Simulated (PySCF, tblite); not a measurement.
# C₄H₂F₃GeN: geometry, infrared bands and NMR shifts

Aim: predict the infrared bands and NMR shifts of C₄H₂F₃GeN (`N#[C][GeH2][C]1(F)C(F)=C1F`).

The runs use tblite 0.8.0 and PySCF 2.14.0, with density-fitted response routines of our own; the level of theory stands in each step. All values are computed, except where a source is named. Atoms count from 0, in the outputs and in this text.

## 1. Starting geometry

11 atoms, charge 0, multiplicity 1; geometry from: force field or distance geometry start.

Bonds of the start (Å): N0–C1 1.15, C1–Ge2 1.92, Ge2–C3 1.92, C3–F4 1.38, C3–C5 1.47, C5–F6 1.38, C5–C7 1.33, C7–F8 1.37, C7–C3 1.51, Ge2–H9 1.53, Ge2–H10 1.55.

## 2. Relaxing the molecule with GFN2-xTB

Job settings and geometry (Å):

```
{"job": {"kind": "relax", "xc": "GFN2-xTB", "basis": "xTB"}, "charge": 0, "multiplicity": 1}
N     -3.464000     0.455800     1.272800
C     -2.556300     0.104300     0.662800
Ge    -1.009300    -0.511400    -0.292800
C      0.501900     0.640600    -0.043500
F      0.227100     1.821400     0.615100
C      1.765800     0.433400    -0.771500
F      2.606400     0.596300    -1.858100
C      1.713500    -0.115200     0.443000
F      2.213600    -0.844000     1.483200
H     -1.302200    -0.655900    -1.788300
H     -0.691000    -1.922700     0.251300
```

Launch:

```console
OMP_NUM_THREADS=1 python probes_run.py task.json out
```

One launch serves the whole session: the jobs run in the order shown.

**Question.** This job is followed by: GFN2-xTB harmonic vibrations, gas phase; GIAO PBE0/pcSseg-1 NMR shielding, non-relativistic, gas phase. What will the session give for the following? strongest single infrared mode (GFN2-xTB); zero-point energy (GFN2-xTB); 13C shifts against TMS (PBE0/pcSseg-1, means over atoms taken as alike); 1H shifts against TMS (PBE0/pcSseg-1, means over atoms taken as alike); 15N shifts against NH3 (PBE0/pcSseg-1); 73Ge shifts against GeMe4 (PBE0/pcSseg-1); 19F shifts against CFCl3 (PBE0/pcSseg-1, means over atoms taken as alike).

As calculated:

| quantity | value |
| --- | --- |
| strongest single infrared mode (GFN2-xTB) | 1278 cm⁻¹, 439 km/mol |
| zero-point energy (GFN2-xTB) | 28.3 kcal/mol |
| 13C shifts against TMS (PBE0/pcSseg-1, means over atoms taken as alike) | 125.9, 118.9, 90.6 ppm |
| 1H shifts against TMS (PBE0/pcSseg-1, means over atoms taken as alike) | 4.54 ppm |
| 15N shifts against NH3 (PBE0/pcSseg-1) | 369.3 ppm |
| 73Ge shifts against GeMe4 (PBE0/pcSseg-1) | -215 ppm |
| 19F shifts against CFCl3 (PBE0/pcSseg-1, means over atoms taken as alike) | -97.6, -149.1 ppm |

The optimisation took 104 steps and gained 0.510 eV; among the close pairs (by a distance rule), C5–F6 changed most, from 1.383 to 1.312 Å. No mode is imaginary among the 27: a minimum at this level. The strongest single mode, at 1278 cm⁻¹, moves mainly C5 and C7. Unscaled tight-binding wavenumbers are off by several per cent, some by more. Its intensities can rank the bands wrongly. C5, C7 (mean) (fully substituted alkene carbon) lies farthest downfield among carbon, at 125.9 ppm; the olefinic region. At PBE0/pcSseg-1: Shielding is most anisotropic at N0 (span 612 ppm, paramagnetic term -438 ppm). Spin-orbit coupling is left out, which matters for shieldings and couplings at and beside the heavy atoms.
